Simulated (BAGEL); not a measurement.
# HF/6-31G(d) (density fitting with qzvpp-jkfit, spherical functions) run of SiHClF2 (SMILES F[SiH](F)Cl)

Aim: the vertical ionisation energy of SiHClF2 at HF/6-31G* (density fitting with qzvpp-jkfit, spherical functions), from 2 runs. 

The results are computed with BAGEL 1.2.2.

3 further runs of the same task are left out: 3 that didn't finish.

## Step 1: The system as given

SiHClF2 has 5 atoms, charge 0, and is taken as a singlet. SMILES: `F[SiH](F)Cl`. The shape is that of a PBE0-D4/def2-TZVP optimisation.

Bond lengths: F1–Si2 1.577 Å, Si2–F3 1.577 Å, Si2–Cl4 2.018 Å, Si2–H5 1.465 Å. Angles: F1–Si2–F3 107.6°, F1–Si2–Cl4 109.0°, F3–Si2–Cl4 109.0°, F1–Si2–H5 109.8°, F3–Si2–H5 109.8°, Cl4–Si2–H5 111.5°.

## Step 2: A single-point energy at HF/6-31G(d) (density fitting with qzvpp-jkfit, spherical functions)

The input, input.json:

```json
{ "bagel": [

{
  "title": "molecule",
  "basis": "6-31gs.json",
  "df_basis": "qzvpp-jkfit",
  "angstrom": true,
  "geometry": [
    { "atom": "F", "xyz": [   -0.339600,   -0.621400,    1.420100 ] },
    { "atom": "Si", "xyz": [    0.095900,   -0.000200,    0.037800 ] },
    { "atom": "F", "xyz": [   -0.033500,    1.566800,    0.156500 ] },
    { "atom": "Cl", "xyz": [   -1.157500,   -0.656000,   -1.401500 ] },
    { "atom": "H", "xyz": [    1.484600,   -0.363000,   -0.254200 ] }
  ]
},
{
  "title": "hf"
},
{
  "title": "print",
  "file": "orbitals.molden",
  "orbitals": true
}

]}
```

The basis set 6-31G* is read from a file made from the Basis Set Exchange's data (not shown).

Started as:

```bash
BAGEL_NUM_THREADS=1 BAGEL input.json > input.out
```

The program printed:

```text
* using 1 threads per process

  ===============================================================
  ===============================================================

  *** Geometry ***

  { "atom" : "F", "xyz" : [     -0.641751,     -1.174276,      2.683600 ] },
  { "atom" : "Si", "xyz" : [      0.181225,     -0.000378,      0.071432 ] },
  { "atom" : "F", "xyz" : [     -0.063306,      2.960823,      0.295742 ] },
  { "atom" : "Cl", "xyz" : [     -2.187358,     -1.239660,     -2.648451 ] },
  { "atom" : "H", "xyz" : [      2.805487,     -0.685971,     -0.480368 ] },

  Number of auxiliary basis functions:      428

  Since a DF basis is specified, we compute 2- and 3-index integrals:
    o Being stored without compression. Storage requirement is 0.015 GB

  Number of basis functions:       66
  Number of electrons      :       50

    * METHOD: MOLECULE                             0.25

  *** RHF ***

  === Nuclear Repulsion ===
   230.9265161393

      * DIIS with orbital gradients will be used.

  === RHF iteration (6-31gs.json) ===
      0       -947.82784481          0.02460406           0.04
      1       -947.96462453          0.01546560           0.04
      2       -948.03724739          0.00099127           0.04
      3       -948.03785944          0.00024536           0.04
      4       -948.03790041          0.00005340           0.04
      5       -948.03790291          0.00001078           0.04
      6       -948.03790303          0.00000212           0.04
      7       -948.03790304          0.00000042           0.04
      8       -948.03790304          0.00000014           0.04
      9       -948.03790304          0.00000004           0.04
     10       -948.03790304          0.00000001           0.04
     11       -948.03790304          0.00000000           0.04
    * SCF iteration converged.

    * Permanent dipole moment:
           (   -0.548414,     0.152579,     0.131271) a.u.

    * METHOD: HF                                   0.62

    * METHOD: PRINT                                0.01

  ===============================================================
```

Wall time 1.1 s (1 thread of Intel Xeon Platinum 8488C (Sapphire Rapids), shared host).

## Step 3: The doublet cation at the same level

The input, input.json:

```json
{ "bagel" : [

{
  "title" : "molecule",
  "basis" : "6-31gs.json",
  "df_basis" : "qzvpp-jkfit",
  "angstrom" : true,
  "geometry" : [
    { "atom" : "F", "xyz" : [   -0.339600,   -0.621400,    1.420100 ] },
    { "atom" : "Si", "xyz" : [    0.095900,   -0.000200,    0.037800 ] },
    { "atom" : "F", "xyz" : [   -0.033500,    1.566800,    0.156500 ] },
    { "atom" : "Cl", "xyz" : [   -1.157500,   -0.656000,   -1.401500 ] },
    { "atom" : "H", "xyz" : [    1.484600,   -0.363000,   -0.254200 ] }
  ]
},
{ "title" : "uhf", "charge" : 1, "nopen" : 1 },
{ "title" : "print", "file" : "orbitals.molden", "orbitals" : true }

]}
```

The basis set 6-31G* is read from a file made from the Basis Set Exchange's data (not shown).

Started as:

```bash
BAGEL_NUM_THREADS=1 BAGEL input.json > input.out
```

The program printed:

```text
* using 1 threads per process

  ===============================================================
  ===============================================================

  *** Geometry ***

  { "atom" : "F", "xyz" : [     -0.641751,     -1.174276,      2.683600 ] },
  { "atom" : "Si", "xyz" : [      0.181225,     -0.000378,      0.071432 ] },
  { "atom" : "F", "xyz" : [     -0.063306,      2.960823,      0.295742 ] },
  { "atom" : "Cl", "xyz" : [     -2.187358,     -1.239660,     -2.648451 ] },
  { "atom" : "H", "xyz" : [      2.805487,     -0.685971,     -0.480368 ] },

  Number of auxiliary basis functions:      428

  Since a DF basis is specified, we compute 2- and 3-index integrals:
    o Being stored without compression. Storage requirement is 0.015 GB

  Number of basis functions:       66
  Number of electrons      :       50

    * METHOD: MOLECULE                             0.18

  *** Open-shell HF ***

  === Nuclear Repulsion ===
   230.9265161393

      * DIIS with orbital gradients will be used.

  === UHF iteration (6-31gs.json) ===
      0       -947.29602200          0.05308658           0.10
      1       -947.46879427          0.03559047           0.08
      2       -947.53442224          0.02256603           0.08
      3       -947.57697751          0.00246429           0.08
      4       -947.58330798          0.00217661           0.08
      5       -947.58916749          0.00172817           0.08
      6       -947.59595166          0.00103579           0.08
      7       -947.59740945          0.00092793           0.08
      8       -947.59900915          0.00071411           0.09
      9       -947.59981997          0.00047586           0.09
     10       -947.60006650          0.00011155           0.09
     11       -947.60009262          0.00005334           0.09
     12       -947.60010132          0.00002287           0.09
     13       -947.60010373          0.00000756           0.09
     14       -947.60010445          0.00000253           0.08
     15       -947.60010455          0.00000133           0.10
     16       -947.60010458          0.00000049           0.08
     17       -947.60010458          0.00000027           0.09
     18       -947.60010458          0.00000016           0.09
     19       -947.60010458          0.00000008           0.09
     20       -947.60010458          0.00000005           0.09
     21       -947.60010458          0.00000002           0.10
     22       -947.60010458          0.00000002           0.09
     23       -947.60010458          0.00000001           0.09
    * SCF iteration converged.

    * S^2 (UHF) is 0.7573

    * Permanent dipole moment:
           (    0.229380,     0.987570,     1.765671) a.u.

    * METHOD: UHF                                  2.23

    * METHOD: PRINT                                0.01

  ===============================================================
```

Wall time 2.7 s (1 thread of Intel Xeon Platinum 8488C (Sapphire Rapids), shared host); peak memory 0.089 GiB.

## Step 4: Summary of results

Level: HF/6-31G* (density fitting with qzvpp-jkfit, spherical functions).

```
                                          quantity          value
                     singlet SiHClF2: total energy  -948.03790 Eh
                    singlet SiHClF2: dipole moment         1.48 D
                      singlet SiHClF2: HOMO energy      -13.39 eV
                      singlet SiHClF2: LUMO energy        4.50 eV
                    singlet SiHClF2: HOMO–LUMO gap       17.89 eV
                      doublet cation: total energy  -947.60010 Eh
                              doublet cation: ⟨S²⟩          0.757
vertical ionisation energy (to the doublet cation)      11.913 eV
```

In words: Removing an electron at fixed nuclei costs 11.91 eV (1149 kJ/mol). The negative HOMO energy of the first species, 13.39 eV, lies 1.47 eV above that difference.
